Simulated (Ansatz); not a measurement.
# Ga(NH3)F3 (F3GaH3N): a spread of methods and bases

How do the results and run time of Ga(NH3)F3 (F3GaH3N) respond when the settings are drawn wide?

The runs use Ansatz 0.2.0, Gaussian basis; the settings change from run to run.

### 1 The molecule

The structure was relaxed beforehand with PBE-D4/def2-SVP.

8 atoms, charge 0, spin multiplicity 1.

Atoms are counted from 1 here; the program's logs count them from 0.

Bond lengths: Ga1–N2 2.077 Å, Ga1–F6 1.773 Å, Ga1–F7 1.773 Å, Ga1–F8 1.773 Å, N2–H3 1.030 Å, N2–H4 1.030 Å, N2–H5 1.030 Å. Angles: N2–Ga1–F6 99.8°, N2–Ga1–F7 99.8°, N2–Ga1–F8 99.8°, F6–Ga1–F7 117.2°, F6–Ga1–F8 117.2°, F7–Ga1–F8 117.2°, Ga1–N2–H3 110.2°, Ga1–N2–H4 110.2°, Ga1–N2–H5 110.2°, H3–N2–H4 108.7°, H3–N2–H5 108.7°, H4–N2–H5 108.7°.

### 2 B97/def2-TZVPP

Contents of in.yaml:

```yaml
crystal:
  periodic: [false, false, false]
  atoms:
    - {symbol: Ga, position_ang: [-0.002405, 0.003806, -1.058856]}
    - {symbol: N, position_ang: [0.002254, -0.003528, 1.018236]}
    - {symbol: H, position_ang: [-0.658406, 0.699623, 1.377855]}
    - {symbol: H, position_ang: [0.943921, 0.215769, 1.372345]}
    - {symbol: H, position_ang: [-0.276281, -0.929956, 1.370902]}
    - {symbol: F, position_ang: [1.701119, 0.389986, -1.362589]}
    - {symbol: F, position_ang: [-1.188759, 1.288003, -1.353322]}
    - {symbol: F, position_ang: [-0.521434, -1.663694, -1.364581]}
basis:
  gaussian: {orbitals: def2-TZVPP}
hamiltonian: {xc: {name: B97}}
scf: {omitted_lower_state_checks: [starts]}
output: {forces: true}
```

Started as:

```sh
$ ansatz run in.yaml --threads 4 --pin off --events-out ev --progress --plain --max-ram 3916MiB
```

The program printed, cut to the lines that bear on the results:

```text
Functional definition: B97
  name "B97"
  cite "Becke, J. Chem. Phys. 107, 8554 (1997) doi:10.1063/1.475007"
[...]
      + integral(e_c_pw_opposite_spin*poly(b97_u_opposite, cos0, cos1, cos2))
[...]
1203 factors; their error is unknown
[...]
mean field -62070.98475851 eV, -2281.0666166505 hartree, gradient 3.5e-5 eV, S^2 0.000000; 0 other end points of the search recorded, 0 dependent functions left out
[...]
reference -62070.98478252 eV, -2281.0666175330 hartree; 34, 34 occupied and 180, 180 virtual orbitals, 1203 factors
Total energy: -62070.98478252 eV, -2281.0666175330 hartree
Atom 0 at    -0.002405     0.003806    -1.058856 Å, force     0.000349    -0.000536     0.038653 eV/Å
Atom 1 at     0.002254    -0.003528     1.018236 Å, force     0.000919    -0.001574     0.427941 eV/Å
Atom 2 at    -0.658406     0.699623     1.377855 Å, force     0.373546    -0.397225    -0.155960 eV/Å
Atom 3 at     0.943921     0.215769     1.372345 Å, force    -0.531801    -0.124254    -0.152777 eV/Å
Atom 4 at    -0.276281    -0.929956     1.370902 Å, force     0.157222     0.523274    -0.151896 eV/Å
Atom 5 at     1.701119     0.389986    -1.362589 Å, force    -0.131927    -0.029533    -0.001790 eV/Å
Atom 6 at    -1.188759     1.288003    -1.353322 Å, force     0.091576    -0.099307    -0.002433 eV/Å
Atom 7 at    -0.521434    -1.663694    -1.364581 Å, force     0.040117     0.129156    -0.001738 eV/Å
Dipole moment:     0.002922    -0.004595     1.336201 e Å
Checks for a lower state left out: starts
```

It took 6 s on 4 threads of Arm Neoverse V2, shared host; peak memory 0.6 GiB.

Largest force 0.567 eV/Å, dipole 6.42 D.

### 3 PBE0/x2c-TZVPPall

Options: D4 dispersion.

in.yaml, as its differences from that of step 2:

```diff
@@ -12,5 +12,4 @@
 basis:
-  gaussian: {orbitals: def2-TZVPP}
-hamiltonian: {xc: {name: B97}}
-scf: {omitted_lower_state_checks: [starts]}
+  gaussian: {orbitals: x2c-TZVPPall}
+hamiltonian: {xc: {name: PBE0}, dispersion: d4}
 output: {forces: true}
```

Same command.

The program printed, cut to the lines that bear on the results:

```text
Functional definition: PBE0
  name "PBE0"
  cite "Adamo & Barone, J. Chem. Phys. 110, 6158 (1999) doi:10.1063/1.478522"
  cite "Perdew, Burke & Ernzerhof, Phys. Rev. Lett. 77, 3865 (1996) doi:10.1103/PhysRevLett.77.3865"
  parent pbe
[...]
1205 factors; their error is unknown
[...]
mean field -62585.61001041 eV, -2299.9787458325 hartree, gradient 1.9e-5 eV, S^2 0.000000; 0 other end points of the search recorded, 0 dependent functions left out
[...]
reference -62585.61003740 eV, -2299.9787468244 hartree; 34, 34 occupied and 180, 180 virtual orbitals, 1205 factors
Total energy: -62585.72376677 eV, -2299.9829263015 hartree
Relativity: scalar
Atom 0 at    -0.002405     0.003806    -1.058856 Å, force     0.000474    -0.000744     0.092724 eV/Å
Atom 1 at     0.002254    -0.003528     1.018236 Å, force     0.000697    -0.001149     0.303699 eV/Å
Atom 2 at    -0.658406     0.699623     1.377855 Å, force     0.429422    -0.456654    -0.215470 eV/Å
Atom 3 at     0.943921     0.215769     1.372345 Å, force    -0.611615    -0.142761    -0.211848 eV/Å
Atom 4 at    -0.276281    -0.929956     1.370902 Å, force     0.180689     0.601830    -0.210810 eV/Å
Atom 5 at     1.701119     0.389986    -1.362589 Å, force    -0.533032    -0.120497     0.081318 eV/Å
Atom 6 at    -1.188759     1.288003    -1.353322 Å, force     0.370970    -0.401748     0.078514 eV/Å
Atom 7 at    -0.521434    -1.663694    -1.364581 Å, force     0.162395     0.521723     0.081873 eV/Å
Dipole moment:     0.002936    -0.004618     1.342370 e Å
```

Wall time 3.2 s (4 threads of Arm Neoverse V2, shared host); peak memory 0.56 GiB.

Largest force 0.663 eV/Å, dipole 6.45 D.

### 4 B97M-V/def2-mTZVPP

Set apart from the defaults: charge -1, multiplicity 2.

in.yaml, as its differences from that of step 3:

```diff
@@ -12,4 +12,6 @@
 basis:
-  gaussian: {orbitals: x2c-TZVPPall}
-hamiltonian: {xc: {name: PBE0}, dispersion: d4}
-output: {forces: true}
+  gaussian: {orbitals: def2-mTZVPP}
+total_charge: -1
+magnetization: {spin_polarized: true, initial_magnetization: 1}
+hamiltonian: {xc: {name: B97M-V}}
+scf: {omitted_lower_state_checks: [starts]}
```

Launched as before.

The program printed, cut to the lines that bear on the results:

```text
Functional definition: B97M-V
  name "B97M-V"
  cite "Mardirossian & Head-Gordon, J. Chem. Phys. 142, 074111 (2015) doi:10.1063/1.4907719"
  cite "Becke, J. Chem. Phys. 107, 8554 (1997) doi:10.1063/1.475007"
  cite "Vydrov & Van Voorhis, J. Chem. Phys. 133, 244103 (2010) doi:10.1063/1.3521275"
  # Of w^i u^j: cxij and so on, Table III.
[...]
  gx(w, u) = cx00 + cx01*u + cx02*u^2 + (cx10 + cx11*u)*w
  gss(w, u) = css00 + css02*u^2 + css10*w + (css32*w^3 + css42*w^4)*u^2
  gos(w, u) = cos00 + cos01*u + cos03*u^3 + cos10*w + cos32*w^3*u^2
[...]
      + integral(e_c_pw_mod_opposite_spin*gos(b97_w_opposite, b97_u_opposite)) + vv10(b, c)
[...]
1159 factors; their error is unknown
[...]
mean field -62061.92276946 eV, -2280.7335946955 hartree, gradient 7.4e-5 eV, S^2 0.750518; 0 other end points of the search recorded, 0 dependent functions left out
reference -62061.92282954 eV, -2280.7335969035 hartree; 35, 34 occupied and 112, 113 virtual orbitals, 1159 factors
Total energy: -62061.92282954 eV, -2280.7335969035 hartree
Checks for a lower state left out: starts
```

It took 9 s on 4 threads of Arm Neoverse V2, shared host.

⟨S²⟩ 0.751.

### 5 HSE06/def2-SVP

Set apart from the defaults: multiplicity 3, atoms shaken by 0.03 Å, D3(BJ) with three-body dispersion.

Contents of in.yaml:

```yaml
crystal:
  periodic: [false, false, false]
  atoms:
    - {symbol: Ga, position_ang: [-0.026058, 0.002922, -1.089126]}
    - {symbol: N, position_ang: [0.012208, 0.045105, 1.031735]}
    - {symbol: H, position_ang: [-0.610634, 0.710463, 1.350613]}
    - {symbol: H, position_ang: [0.915307, 0.210103, 1.430371]}
    - {symbol: H, position_ang: [-0.306416, -0.935012, 1.377325]}
    - {symbol: F, position_ang: [1.688034, 0.381839, -1.383807]}
    - {symbol: F, position_ang: [-1.159927, 1.271914, -1.345028]}
    - {symbol: F, position_ang: [-0.520744, -1.679953, -1.370038]}
basis:
  gaussian: {orbitals: def2-SVP}
magnetization: {spin_polarized: true, initial_magnetization: 2}
hamiltonian: {xc: {name: HSE06}, dispersion: d3bjatm}
output: {forces: true}
```

The command is unchanged.

The program printed, cut to the lines that bear on the results:

```text
Functional definition: HSE06
  name "HSE06"
  cite "Heyd, Scuseria & Ernzerhof, J. Chem. Phys. 118, 8207 (2003) doi:10.1063/1.1564060"
  cite "Krukau, Vydrov, Izmaylov & Scuseria, J. Chem. Phys. 125, 224106 (2006) doi:10.1063/1.2404663"
  cite "Heyd & Scuseria, J. Chem. Phys. 120, 7274 (2004) doi:10.1063/1.1668634"
  cite "Ernzerhof & Perdew, J. Chem. Phys. 109, 3313 (1998) doi:10.1063/1.476928"
  cite "Perdew, Burke & Ernzerhof, Phys. Rev. Lett. 77, 3865 (1996) doi:10.1103/PhysRevLett.77.3865"
  parent pbe
[...]
  # The whole range is PBE's own exchange, as in plane waves. The composition of these papers is wPBEh.
[...]
995 factors; integrals over basis functions are off by at most 1.2e-3 eV
81 factors; integrals over basis functions are off by at most 2.9e-7 eV
[...]
mean field -62033.06548239 eV, -2279.6731089557 hartree, gradient 3.7e-6 eV, S^2 2.006830; 9 other end points of the search recorded, 0 dependent functions left out
[...]
reference -62033.06553103 eV, -2279.6731107432 hartree; 35, 33 occupied and 68, 70 virtual orbitals, 995 factors
Total energy: -62033.14403579 eV, -2279.6759957402 hartree
Atom 0 at    -0.026058     0.002922    -1.089126 Å, force     0.184052    -0.176598     0.233309 eV/Å
Atom 1 at     0.012208     0.045105     1.031735 Å, force     0.392596    -4.332756    -0.520735 eV/Å
Atom 2 at    -0.610634     0.710463     1.350613 Å, force    -2.071907     2.153952     1.097324 eV/Å
Atom 3 at     0.915307     0.210103     1.430371 Å, force     1.100222     0.273339     0.381691 eV/Å
Atom 4 at    -0.306416    -0.935012     1.377325 Å, force     0.506504     1.904586    -0.608408 eV/Å
Atom 5 at     1.688034     0.381839    -1.383807 Å, force     3.129468     0.743293    -0.236522 eV/Å
Atom 6 at    -1.159927     1.271914    -1.345028 Å, force    -2.290811     2.614535    -0.149218 eV/Å
Atom 7 at    -0.520744    -1.679953    -1.370038 Å, force    -0.950124    -3.180350    -0.197441 eV/Å
Dipole moment:     0.078443    -0.059647     1.179244 e Å
```

Wall time 25 s (4 threads of Arm Neoverse V2, shared host).

Largest force 4.382 eV/Å, dipole 5.68 D, ⟨S²⟩ 2.007.

### 6 The runs in one table

```csv
level,charge,multiplicity,geometry,functions,energy (eV),time
B97/def2-TZVPP,0,1,relaxed,214,-62070.985,6 s
PBE0/x2c-TZVPPall,0,1,relaxed,214,-62585.724,3.2 s
B97M-V/def2-mTZVPP,-1,2,relaxed,147,-62061.923,9 s
HSE06/def2-SVP,0,3,shaken,103,-62033.144,25 s
```

### 7 Outcome

| quantity | value |
| --- | --- |
| runs | 4 |
| quickest | PBE0/x2c-TZVPPall, 3.2 s |
| slowest | HSE06/def2-SVP, 25 s |
| spread of total energies, same state and geometry | 514.7 eV |
| dipole, same state and geometry | 6.42 to 6.45 D |

What this shows: HSE06/def2-SVP took 8 times as long as PBE0/x2c-TZVPPall. The jobs differ in tasks and options as well as level. Total energies at one charge and spin differ by 515 eV between levels, so only differences within one level mean anything. Some of these runs are scalar-relativistic and others not, which shifts the totals of all-electron atoms past neon by several eV an atom and more; core potentials, where a basis has them, take the core out of the total altogether. At the PBE-D4/def2-SVP geometry and in the same state, the sound runs without point charges leave forces up to 0.66 eV/Å (PBE0/x2c-TZVPPall).
